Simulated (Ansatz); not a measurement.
The system is In3As.

```
CELL_PARAMETERS angstrom
4.67168 0.00000 0.00000
0.00000 4.67168 0.00000
0.00000 0.00000 4.67168
ATOMIC_POSITIONS crystal
In 0.50000 0.50000 0.00000
In 0.50000 0.00000 0.50000
In 0.00000 0.50000 0.50000
As 0.00000 0.00000 0.00000
```

The cell comes from a database or a generator and needn't be the stable form of this composition.

Base run:

* Program: Ansatz 0.2.0
* Functional: PBEsol
* Potentials or basis: all-electron LAPW, scalar-relativistic
* Cutoff: 158 eV
* Density cutoff: 633 eV
* Basis error allowed: 0.002 eV/atom
* k mesh: 4 × 4 × 4
* Occupations: fermi-dirac, width 0.05 eV
* Spin: no spin polarisation

Its results: pressure -3.0 GPa.

Question: After a change of settings the same cell gave: pressure -2.4 GPa. Which change was it?
A. functional from PBEsol to LDA; k mesh from 4 × 4 × 4 to 6 × 6 × 6
B. functional from PBEsol to PBE; k mesh from 4 × 4 × 4 to 6 × 6 × 6
C. k mesh from 4 × 4 × 4 to 6 × 6 × 6

Answer: C.

Caveats: the k mesh is thin for a metal, which can move the energy by tens of meV per atom (some runs).

Not every run made on this cell is shown here.
